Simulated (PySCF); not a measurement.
**Er(OH)3: other functionals and bases at one geometry**

Aim: see how levels, charges and forces of Er(OH)3 depend on the level of theory. It is a constructed species; whether it can be made isn't addressed.

Program: PySCF 2.14.0. Level of theory: several levels, as the steps say, no spin–orbit coupling. These are calculated values, not measurements.

4 further runs of the same task are left out: 2 for a known fault of the program, 2 that didn't finish.

### Step 1. The system as given

7 atoms, charge 0, spin multiplicity 1.

Bond lengths: Er1–O2 2.032 Å, Er1–O4 2.032 Å, Er1–O6 2.032 Å, O2–H3 0.966 Å, O4–H5 0.966 Å, O6–H7 0.966 Å. Angles: O2–Er1–O4 120.0°, O2–Er1–O6 120.0°, O4–Er1–O6 120.0°, Er1–O2–H3 179.5°, Er1–O4–H5 179.5°, Er1–O6–H7 179.5°.

Geometry (Å):

```
Er    0.00000    0.00000    0.11706
O     2.03146    0.00000    0.13992
H     2.99679    0.00000    0.15968
O    -1.01573    1.75930    0.13992
H    -1.49839    2.59530    0.15968
O    -1.01573   -1.75930    0.13992
H    -1.49840   -2.59530    0.15968
```

Formal oxidation states: Er +3. Each metal's 11 4f electrons lie in its core potential, so multiplicities, spins and levels count the valence alone. An earlier session relaxed this geometry at PBE, Er lcecp-1-SVP with ECP57, O def2-SVP, H def2-SVP (singlet, point group C3v).

At PBE on the finer grid: E = -265.504556 Eh, HOMO -5.94 eV, LUMO -2.06 eV, Mulliken charge on Er1 +0.84 e, largest force component 0.005 eV/Å. 

Levels to run: revPBE; HF; BLYP; r2SCAN; PBE, TZVP. Hardware: 2 threads of Arm Neoverse V1, shared host.

### Step 2. revPBE

File run.py (the lines that set the calculation):

```python
mol = gto.M(atom='''
Er     0.00000     0.00000     0.11706
O      2.03146     0.00000     0.13992
H      2.99679     0.00000     0.15968
O     -1.01573     1.75930     0.13992
H     -1.49839     2.59530     0.15968
O     -1.01573    -1.75930     0.13992
H     -1.49840    -2.59530     0.15968''',
    basis={'Er': 'lcecp-1-SVP', 'O': 'def2-SVP', 'H': 'def2-SVP'},
    ecp={'Er': 'lcecp-1-SVP'},
    charge=0, spin=0)
mf = dft.RKS(mol, xc='PBE_R,PBE')
mf.grids.atom_grid = (75, 302)  # f atoms: unpruned, at least (60, 302)
mf = mf.density_fit()  # fitting sets: Er AutoAux, O def2-universal-JKFIT, H def2-universal-JKFIT
mf.conv_tol = 1e-08; mf.max_cycle = 55
mf.kernel(dm0)  # dm0: the density of the relaxed state
```

The run is started by

```console
> OMP_NUM_THREADS=2 python run.py
```

The program printed:

```text
init E= -265.693967807311
  HOMO = -0.216580723675446  LUMO = -0.0701386339914762  gap/eV = 3.98489
cycle= 1 E= -265.694144675392  delta_E= -0.000177  |g|= 0.00809  |ddm|= 0.0499
  HOMO = -0.215564560354989  LUMO = -0.0712596630894993  gap/eV = 3.92674
cycle= 2 E= -265.694125475391  delta_E= 1.92e-05  |g|= 0.0124  |ddm|= 0.019
  HOMO = -0.216325891849317  LUMO = -0.0706517046504302  gap/eV = 3.96400
cycle= 3 E= -265.694161561254  delta_E= -3.61e-05  |g|= 0.00445  |ddm|= 0.0123
  HOMO = -0.215922353997332  LUMO = -0.070507832520093  gap/eV = 3.95693
cycle= 4 E= -265.694165201997  delta_E= -3.64e-06  |g|= 0.000727  |ddm|= 0.00345
  HOMO = -0.216008354707473  LUMO = -0.0705685670512253  gap/eV = 3.95762
cycle= 5 E= -265.694165315487  delta_E= -1.13e-07  |g|= 5.57e-05  |ddm|= 0.000863
  HOMO = -0.216010422766238  LUMO = -0.0705643063002661  gap/eV = 3.95779
cycle= 6 E= -265.694165316393  delta_E= -9.06e-10  |g|= 3.56e-06  |ddm|= 6.69e-05
  HOMO = -0.21601136780122  LUMO = -0.0705649158413095  gap/eV = 3.95780
Extra cycle  E= -265.694165316386  delta_E= 7.05e-12  |g|= 7.4e-06  |ddm|= 8.11e-06
converged SCF energy = -265.694165316386
```

Run time: 4.5 s. Hardware: 2 threads of Arm Neoverse V1, shared host.

It gives: E = -265.694165 Eh, HOMO -5.88 eV, LUMO -1.92 eV, Mulliken charge on Er1 +0.87 e, largest force component 0.160 eV/Å. 

### Step 3. HF

run.py (the lines that set the calculation): that of step 2 with these lines changed.

```diff
@@ -11,4 +11,3 @@
     charge=0, spin=0)
-mf = dft.RKS(mol, xc='PBE_R,PBE')
-mf.grids.atom_grid = (75, 302)  # f atoms: unpruned, at least (60, 302)
+mf = scf.RHF(mol)
 mf = mf.density_fit()  # fitting sets: Er AutoAux, O def2-universal-JKFIT, H def2-universal-JKFIT
```

The run is started by

```console
> OMP_NUM_THREADS=2 python run.py
```

The program printed:

```text
init E= -264.109748083485
  HOMO = -0.449031626315502  LUMO = 0.0405582284058283  gap/eV = 13.32242
cycle= 1 E= -264.156446872311  delta_E= -0.0467  |g|= 0.101  |ddm|= 0.58
  HOMO = -0.436105215129234  LUMO = 0.0320085678593784  gap/eV = 12.73802
cycle= 2 E= -264.158719251777  delta_E= -0.00227  |g|= 0.035  |ddm|= 0.131
  HOMO = -0.443282522836  LUMO = 0.0332165862544542  gap/eV = 12.96620
cycle= 3 E= -264.159056761292  delta_E= -0.000338  |g|= 0.0181  |ddm|= 0.0358
  HOMO = -0.439806051151897  LUMO = 0.03337683922582  gap/eV = 12.87596
cycle= 4 E= -264.15912248277  delta_E= -6.57e-05  |g|= 0.0024  |ddm|= 0.0148
  HOMO = -0.439794208918938  LUMO = 0.0331285397148271  gap/eV = 12.86888
cycle= 5 E= -264.159125189263  delta_E= -2.71e-06  |g|= 0.000662  |ddm|= 0.00414
  HOMO = -0.439704515615034  LUMO = 0.0331534776869873  gap/eV = 12.86712
cycle= 6 E= -264.159125484816  delta_E= -2.96e-07  |g|= 0.000112  |ddm|= 0.0014
  HOMO = -0.439689998304938  LUMO = 0.0331524484759598  gap/eV = 12.86670
cycle= 7 E= -264.159125495238  delta_E= -1.04e-08  |g|= 2.99e-05  |ddm|= 0.000213
  HOMO = -0.439684363711375  LUMO = 0.0331507616540954  gap/eV = 12.86650
cycle= 8 E= -264.159125496056  delta_E= -8.18e-10  |g|= 5.64e-06  |ddm|= 6.35e-05
  HOMO = -0.439683803110974  LUMO = 0.0331507108282807  gap/eV = 12.86648
Extra cycle  E= -264.159125496077  delta_E= -2.08e-11  |g|= 2.57e-06  |ddm|= 7.98e-06
converged SCF energy = -264.159125496077
```

Wall time 2 s (2 threads of Arm Neoverse V1, shared host).

It gives: E = -264.159125 Eh, HOMO -11.96 eV, LUMO 0.90 eV, Mulliken charge on Er1 +1.55 e, largest force component 1.902 eV/Å. 

### Step 4. BLYP

run.py (the lines that set the calculation): that of step 3 with these lines changed.

```diff
@@ -11,3 +11,4 @@
     charge=0, spin=0)
-mf = scf.RHF(mol)
+mf = dft.RKS(mol, xc='BLYP')
+mf.grids.atom_grid = (75, 302)  # f atoms: unpruned, at least (60, 302)
 mf = mf.density_fit()  # fitting sets: Er AutoAux, O def2-universal-JKFIT, H def2-universal-JKFIT
```

The run is started by

```console
> OMP_NUM_THREADS=2 python run.py
```

The program printed:

```text
init E= -265.67038414413
  HOMO = -0.215207116940028  LUMO = -0.075415340958827  gap/eV = 3.80393
cycle= 1 E= -265.670468552551  delta_E= -8.44e-05  |g|= 0.0591  |ddm|= 0.0957
  HOMO = -0.204169451950601  LUMO = -0.0782802255780695  gap/eV = 3.42562
cycle= 2 E= -265.666579071201  delta_E= 0.00389  |g|= 0.151  |ddm|= 0.13
  HOMO = -0.214181023057551  LUMO = -0.0772066727912097  gap/eV = 3.72726
cycle= 3 E= -265.671128369244  delta_E= -0.00455  |g|= 0.00383  |ddm|= 0.0991
  HOMO = -0.213836329683072  LUMO = -0.0772679439399298  gap/eV = 3.71622
cycle= 4 E= -265.671131738315  delta_E= -3.37e-06  |g|= 0.000504  |ddm|= 0.00354
  HOMO = -0.213771988376447  LUMO = -0.0771999685069851  gap/eV = 3.71631
cycle= 5 E= -265.671131804401  delta_E= -6.61e-08  |g|= 6.52e-05  |ddm|= 0.00069
  HOMO = -0.213768827351497  LUMO = -0.0772049340144321  gap/eV = 3.71609
cycle= 6 E= -265.671131805829  delta_E= -1.43e-09  |g|= 1.09e-05  |ddm|= 9.03e-05
  HOMO = -0.213770691146565  LUMO = -0.0772036995127117  gap/eV = 3.71618
Extra cycle  E= -265.6711318057  delta_E= 1.3e-10  |g|= 2.73e-05  |ddm|= 2.96e-05
converged SCF energy = -265.6711318057
```

Wall time 8.2 s (2 threads of Arm Neoverse V1, shared host).

Result: E = -265.671132 Eh, HOMO -5.82 eV, LUMO -2.10 eV, Mulliken charge on Er1 +0.81 e, largest force component 0.166 eV/Å. 

### Step 5. r2SCAN

run.py (the lines that set the calculation): that of step 4 with these lines changed.

```diff
@@ -11,3 +11,3 @@
     charge=0, spin=0)
-mf = dft.RKS(mol, xc='BLYP')
+mf = dft.RKS(mol, xc='R2SCAN')
 mf.grids.atom_grid = (75, 302)  # f atoms: unpruned, at least (60, 302)
```

The run is started by

```console
> OMP_NUM_THREADS=2 python run.py
```

The program printed:

```text
init E= -265.63711673031
  HOMO = -0.23993553518719  LUMO = -0.0591078399387115  gap/eV = 4.92057
cycle= 1 E= -265.638198104304  delta_E= -0.00108  |g|= 0.0828  |ddm|= 0.22
  HOMO = -0.218762569840474  LUMO = -0.0625543568527362  gap/eV = 4.25064
cycle= 2 E= -265.632461529242  delta_E= 0.00574  |g|= 0.186  |ddm|= 0.186
  HOMO = -0.231941975621061  LUMO = -0.0601100846759337  gap/eV = 4.67578
cycle= 3 E= -265.639740551827  delta_E= -0.00728  |g|= 0.00485  |ddm|= 0.123
  HOMO = -0.231569127643959  LUMO = -0.0593995137169046  gap/eV = 4.68497
cycle= 4 E= -265.63974795317  delta_E= -7.4e-06  |g|= 0.000607  |ddm|= 0.00684
  HOMO = -0.23160936784372  LUMO = -0.0594107789458889  gap/eV = 4.68576
cycle= 5 E= -265.639748020829  delta_E= -6.77e-08  |g|= 4.67e-05  |ddm|= 0.000516
  HOMO = -0.231612543107612  LUMO = -0.0594190752455361  gap/eV = 4.68562
cycle= 6 E= -265.639748021499  delta_E= -6.71e-10  |g|= 8.46e-06  |ddm|= 7.82e-05
  HOMO = -0.231612486461613  LUMO = -0.0594191635893395  gap/eV = 4.68562
Extra cycle  E= -265.639748021462  delta_E= 3.69e-11  |g|= 1.59e-05  |ddm|= 1.71e-05
converged SCF energy = -265.639748021462
```

Wall time 8.5 s (2 threads of Arm Neoverse V1, shared host).

It gives: E = -265.639748 Eh, HOMO -6.30 eV, LUMO -1.62 eV, Mulliken charge on Er1 +1.03 e, largest force component 0.430 eV/Å. 

### Step 6. PBE, TZVP

Basis: Er lcecp-1-TZVP with ECP57, O def2-TZVP, H def2-TZVP. 

File run.py (the lines that set the calculation):

```python
mol = gto.M(atom='''
Er     0.00000     0.00000     0.11706
O      2.03146     0.00000     0.13992
H      2.99679     0.00000     0.15968
O     -1.01573     1.75930     0.13992
H     -1.49839     2.59530     0.15968
O     -1.01573    -1.75930     0.13992
H     -1.49840    -2.59530     0.15968''',
    basis={'Er': 'lcecp-1-TZVP', 'O': 'def2-TZVP', 'H': 'def2-TZVP'},
    ecp={'Er': 'lcecp-1-TZVP'},
    charge=0, spin=0)
mf = dft.RKS(mol, xc='PBE')
mf.grids.atom_grid = (75, 302)  # f atoms: unpruned, at least (60, 302)
mf = mf.density_fit()  # fitting sets: Er AutoAux, O def2-universal-JKFIT, H def2-universal-JKFIT
mf.conv_tol = 1e-08; mf.max_cycle = 55
mf.kernel(dm0)  # dm0: free metal ions and neutral atoms
```

The run is started by

```console
> OMP_NUM_THREADS=2 python run.py
```

The program printed:

```text
init E= -269.928945498704
  HOMO = -0.295777069162185  LUMO = -0.131703581387807  gap/eV = 4.46467
cycle= 1 E= -265.728698784702  delta_E=  4.2  |g|= 0.622  |ddm|= 2.25
  HOMO = -0.187720161419838  LUMO = -0.0425075198193454  gap/eV = 3.95144
cycle= 2 E= -265.724998614578  delta_E= 0.0037  |g|= 0.493  |ddm|= 0.865
  HOMO = -0.245462578750074  LUMO = -0.0888275941650036  gap/eV = 4.26226
cycle= 3 E= -265.773710655948  delta_E= -0.0487  |g|= 0.225  |ddm|= 0.55
  HOMO = -0.222137844448426  LUMO = -0.0826538865672362  gap/eV = 3.79555
cycle= 4 E= -265.778670345979  delta_E= -0.00496  |g|= 0.134  |ddm|= 0.154
  HOMO = -0.228811348165348  LUMO = -0.0781573449280231  gap/eV = 4.09950
cycle= 5 E= -265.78231960691  delta_E= -0.00365  |g|= 0.00871  |ddm|= 0.077
  HOMO = -0.228786332914188  LUMO = -0.0788448565103401  gap/eV = 4.08012
cycle= 6 E= -265.782338499484  delta_E= -1.89e-05  |g|= 0.000876  |ddm|= 0.0106
  HOMO = -0.228661429336721  LUMO = -0.0787858182302017  gap/eV = 4.07832
cycle= 7 E= -265.78233866066  delta_E= -1.61e-07  |g|= 9.25e-05  |ddm|= 0.000785
  HOMO = -0.228671260444605  LUMO = -0.0787900345279091  gap/eV = 4.07848
cycle= 8 E= -265.782338662342  delta_E= -1.68e-09  |g|= 1.4e-05  |ddm|= 5.73e-05
  HOMO = -0.228673622887287  LUMO = -0.0787896859967283  gap/eV = 4.07855
Extra cycle  E= -265.782338662155  delta_E= 1.87e-10  |g|= 3.47e-05  |ddm|= 2.37e-05
converged SCF energy = -265.782338662155
```

It took 15 s on 2 threads of Arm Neoverse V1, shared host.

Result: E = -265.782339 Eh, HOMO -6.22 eV, LUMO -2.14 eV, Mulliken charge on Er1 +1.49 e, largest force component 0.279 eV/Å. 

### Step 7. All levels side by side

| level | state | HOMO (eV) | gap (eV) | charge on Er1 (e) | dipole (D) | largest force (eV/Å) | basis functions | time |
| --- | --- | --- | --- | --- | --- | --- | --- | --- |
| PBE (relaxed here) | singlet | -5.94 | 3.88 | 0.84 | 0.07 | 0.00 | 90 | 19 s |
| revPBE | singlet | -5.88 | 3.96 | 0.87 | 0.07 | 0.16 | 90 | 4.5 s |
| HF | singlet | -11.96 | 12.87 | 1.55 | 0.10 | 1.90 | 90 | 2 s |
| BLYP | singlet | -5.82 | 3.72 | 0.81 | 0.07 | 0.17 | 90 | 8.2 s |
| r2SCAN | singlet | -6.30 | 4.69 | 1.03 | 0.08 | 0.43 | 90 | 8.5 s |
| PBE, TZVP | singlet | -6.22 | 4.08 | 1.49 | 0.08 | 0.28 | 158 | 15 s |

Times are on 2 threads of Arm Neoverse V1, shared host; the first row also made further properties.

In one basis the HOMO–LUMO gap runs from 3.72 eV (BLYP) to 12.87 eV (HF). The largest leftover force, 1.90 eV/Å with HF, stands at a geometry relaxed at another level. The Mulliken charge on Er spans +0.81 to +1.55 e over the levels. With 4f in the core, its levels are missing from HOMO and gap. Total energies of different levels can't be compared. Spin–orbit coupling is left out throughout.
